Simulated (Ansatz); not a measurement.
I need an atomisation energy of AlGeH₇Si, SMILES [AlH2][SiH2][GeH3]. Use the Python package of Ansatz (0.2.0). Level of theory (for the species named): MP2, def2-SVPD basis, multiplicity 1.

```
atom    x (Å)    y (Å)    z (Å)
  Al  -1.8803   0.5427  -0.6920
  Si   0.3718   0.8041  -0.2485
  Ge   1.0615  -1.0508   0.9110
   H  -2.3416  -0.7891  -1.3301
   H  -2.6809   1.8639  -1.2997
   H   0.6059   2.0312   0.5565
   H   1.1464   0.9091  -1.5080
   H   2.6475  -0.9025   1.2191
   H   0.3095  -1.1383   2.2972
   H   0.8432  -2.3216   0.0975
```

Script `tae.py`:
```python
"""Energy to split AlGeH7Si into its atoms."""

from collections import Counter

import ansatz as az
from ase import Atoms


def energy(molecule, charge=0, unpaired=0):
    calc = (
        molecule.calculation()
        .basis(gaussian="def2-SVPD")
        .correlation("MP2")
    )
    if charge:
        calc = calc.charge(charge)
    if unpaired:
        calc = calc.spin("collinear", total=unpaired)
    report = calc.run().report
    if report["published_state_doubts"]:
        print("  doubts:", report["published_state_doubts"])
    return report["free_energy_ev"]


def main() -> None:
    atoms = Atoms(["Al", "Si", "Ge", "H", "H", "H", "H", "H", "H", "H"], positions=[
        (-1.8803, 0.5427, -0.692),
        (0.3718, 0.8041, -0.2485),
        (1.0615, -1.0508, 0.911),
        (-2.3416, -0.7891, -1.3301),
        (-2.6809, 1.8639, -1.2997),
        (0.6059, 2.0312, 0.5565),
        (1.1464, 0.9091, -1.508),
        (2.6475, -0.9025, 1.2191),
        (0.3095, -1.1383, 2.2972),
        (0.8432, -2.3216, 0.0975),
    ])
    mol = az.Crystal.molecule_from_ase(atoms)

    # Hund ground states
    unpaired = {"Al": 1, "Si": 2, "Ge": 2, "H": 1}
    counts = Counter(site.symbol for site in mol.cartesian_sites)
    atom_energy = {s: energy(az.Crystal.molecule().atom(s, (0, 0, 0)), 0, unpaired[s]) for s in counts}
    whole = energy(mol, 0, 0)
    for s, e in atom_energy.items():
        print(f"{s:2s} x{counts[s]}  {e:14.5f} eV")
    print(f"AlGeH7Si: {whole:.5f} eV")
    split = sum(counts[s] * e for s, e in atom_energy.items()) - whole
    print(f"atomisation energy (no zero-point term): {23.060548 * split:.1f} kcal/mol, {split / sum(counts.values()):.3f} eV an atom")


if __name__ == "__main__":
    main()
```

```console
$ python tae.py
Al x1     -6580.30017 eV
Si x1     -7858.67695 eV
Ge x1    -56469.94495 eV
H  x7       -13.58606 eV
AlGeH7Si: -71028.20296 eV
atomisation energy (no zero-point term): 557.6 kcal/mol, 2.418 eV an atom
```

557.6 kcal/mol from the electronic energies, without the zero-point term.

Notes:
- Total energies depend on the basis set; only differences at equal settings carry meaning.
- The geometry is a force-field or estimated start, not a minimum of this method, and the basis set is short of its limit. All parts are taken at fixed geometry, without zero-point energy.
- In double-zeta sets correlated atomisation energies come out some 10 to 15 % low.
- Run time: 4.6 s on 1 thread of Arm Neoverse V2, on a shared host, peak memory 0.39 GiB.

(Lines on the test bed's own set-up are left out of the output.)
